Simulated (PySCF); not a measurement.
# BrH7P2Si2: the cost of one run

The runs use PySCF 2.14.0, with density-fitted response routines of our own; the level of theory stands in each step. All values are computed, except where a source is named. Atoms are numbered from 0 throughout.

### Step 1. The molecule as given

12 atoms, charge 0, multiplicity 1; geometry from: GFN2-xTB. The atoms were then displaced at random by about 0.01 Å, so the start is not that level's minimum.

Bonds of the start (Å): P0–Si1 2.22, Si1–P2 2.24, P2–Si3 2.26, Si3–Br4 2.20, P0–H5 1.39, P0–H6 1.39, Si1–H7 1.44, Si1–H8 1.49, P2–H9 1.36, Si3–H10 1.47, Si3–H11 1.43.

### Step 2. Optimising the geometry at PBE0-D3(BJ)/def2-SVP

The job: settings as JSON, then the geometry in Å.

```
{"job": {"xc": "PBE0", "basis": "def2-SVP", "d3": "d3bj", "grid": 1, "shake": 0.01, "kind": "geom"}, "charge": 0, "multiplicity": 1}
P     -1.975020     1.033500     0.000670
Si    -1.070560    -0.925960     0.520760
P      0.605410    -1.443440    -0.880140
Si     1.990900     0.325630    -0.682610
Br     2.643930     0.374920     1.413890
H     -2.979140     0.973720     0.964090
H     -1.159330     1.809440     0.815350
H     -2.052050    -1.962570     0.304930
H     -0.512440    -1.000240     1.896970
H      0.026810    -0.981430    -2.015520
H      1.357680     1.640910    -0.872490
H      3.163490     0.127240    -1.474920
```

Run with:

```sh
$ OMP_NUM_THREADS=1 python probes_run.py task.json out
```

The driver reads the jobs from task.json and runs them one after another.

**Question.** How long does this first job take on 1 thread of Arm Neoverse V1, shared host, and how much memory does it need?

About 3.4 min, with a peak of 0.68 GiB.
